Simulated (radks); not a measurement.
# The Coulomb parameter U of the 4f shell of Nd⁺

One table from this session's results is given with a row withheld; the runs are named, their logs left out.

The numbers are computed with radks (a radial shooting solver on a logarithmic mesh, Libxc functionals) version 1 (Dirac Kohn-Sham, BLYP, spin-unpolarised, spherical densities, finite nucleus; open shells are shared between the two j in proportion to 2j + 1), except any that are marked as measured or tabulated.

**What is computed**

* element: neodymium (Z = 60)
* charge: +1
* electrons: 59
* configuration: [Xe] 4f3 6s1 6p1
* nuclear rms radius: 4.9123 fm

The outer shells:

Nd⁺
```
[Xe] core
4f [↑ ][↑ ][↑ ][  ][  ][  ][  ]
6s [↑ ]
6p [↑ ][  ][  ]
```

The first run:

The run's settings:

```text
Z 60
configuration [Xe] 4f3 6s1 6p1
relativity Dirac
functional b88,lyp
spin unpolarised
j_filling average
nucleus finite rms 4.9123 fm
c 137.035999084
```

Among the steps run: Start: [Xe] 4f3 6s1 6p1.

One table of the session follows, with a row left open; its other results are not shown here.

It belongs to the step «Start: [Xe] 4f3 6s1 6p1». Radial moments (bohr):

| level | <r> | outermost maximum (interpolated) | 90 % within | nodes |
| --- | --- | --- | --- | --- |
| 5s1/2 | ? | ? | ? | ? |
| 5p1/2 | 1.609 | 1.42 | 2.34 | 3 |
| 5p3/2 | 1.691 | 1.49 | 2.46 | 3 |
| 4f5/2 | 0.9797 | 0.648 | 1.67 | 0 |
| 4f7/2 | 0.9903 | 0.653 | 1.70 | 0 |
| 6s1/2 | 3.685 | 3.29 | 5.30 | 5 |
| 6p1/2 | 4.441 | 3.94 | 6.42 | 4 |
| 6p3/2 | 4.633 | 4.12 | 6.69 | 4 |

Q: Estimate the row for 5s1/2 from the others.

The run gave: <r>: 1.441; outermost maximum (interpolated): 1.30; 90 % within: 2.07; nodes: 4. In the column «<r>» it lies between 4f7/2 (0.9903) and 5p1/2 (1.609).
